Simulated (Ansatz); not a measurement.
# CH4O2SSi: basis-set convergence

The task here is to estimate one member of a computed series from the others.

Program: Ansatz 0.2.0, Gaussian basis. Level of theory: one geometry, several basis sets. These are calculated values, not measurements.

The runs, in order: PBE0-D4/def2-SVP; ωB97M-V/def2-SVP; PBE0-D4/def2-QZVPP; ωB97M-V/def2-QZVPP; the functionals' def2-TZVPP values are taken from earlier runs.

### The relaxed structure

An earlier PBE0-D4 in a triple-zeta def2 set relaxation fixed the geometry.

SMILES `O[SiH]1OCS1`, 9 atoms, charge 0, spin multiplicity 1.

Atoms are counted from 1 here; the program's logs count them from 0.

Bond lengths: O1–Si2 1.626 Å, O1–H6 0.960 Å, Si2–O3 1.661 Å, Si2–S5 2.123 Å, Si2–H7 1.473 Å, O3–C4 1.418 Å, C4–S5 1.853 Å, C4–H8 1.091 Å, C4–H9 1.091 Å. Angles: Si2–O1–H6 117.6°, O1–Si2–O3 116.2°, O1–Si2–S5 118.6°, O1–Si2–H7 103.6°, O3–Si2–S5 85.2°, O3–Si2–H7 114.3°, S5–Si2–H7 119.1°, Si2–O3–C4 99.1°, O3–C4–S5 103.5°, O3–C4–H8 111.1°, O3–C4–H9 110.9°, S5–C4–H8 110.5°, S5–C4–H9 110.1°, H8–C4–H9 110.6°, Si2–S5–C4 72.1°.

The first run:

File in.yaml:

```yaml
crystal:
  periodic: [false, false, false]
  atoms:
    - {symbol: O, position_ang: [-0.685363, 1.346119, 1.610997]}
    - {symbol: Si, position_ang: [0.366218, 0.708587, 0.547973]}
    - {symbol: O, position_ang: [0.376047, -0.947866, 0.430528]}
    - {symbol: C, position_ang: [0.077252, -1.077205, -0.949807]}
    - {symbol: S, position_ang: [-0.163737, 0.672881, -1.507469]}
    - {symbol: H, position_ang: [-1.615789, 1.141363, 1.493987]}
    - {symbol: H, position_ang: [1.657899, 1.295252, 0.945202]}
    - {symbol: H, position_ang: [-0.835439, -1.655770, -1.100913]}
    - {symbol: H, position_ang: [0.911412, -1.529661, -1.487500]}
basis:
  gaussian: {orbitals: def2-SVP}
hamiltonian: {xc: pbe0, dispersion: d4}
output: {orbitals: {seedname: orbitals}}
```

Among the steps run: PBE0-D4 in def2-SVP; ωB97M-V in def2-SVP; PBE0-D4 in def2-QZVPP; ωB97M-V in def2-QZVPP.

One of the session's tables, all rows but one given; the rest of the session is left out.

It belongs to the step «Density functionals: the series». 

```
functional       basis  HOMO (eV)  LUMO (eV)
   PBE0-D4    def2-SVP      -7.26       0.49
   PBE0-D4  def2-TZVPP      -7.34       0.00
   PBE0-D4  def2-QZVPP      -7.38      -0.19
   ωB97M-V    def2-SVP      -9.43       2.63
   ωB97M-V  def2-TZVPP          ?          ?
   ωB97M-V  def2-QZVPP      -9.59       1.41
```

**Question.** Estimate the row for ωB97M-V, def2-TZVPP.

The run gave: HOMO (eV): -9.55; LUMO (eV): 1.91. In the column «HOMO (eV)» it lies between ωB97M-V, def2-QZVPP (-9.59) and ωB97M-V, def2-SVP (-9.43).
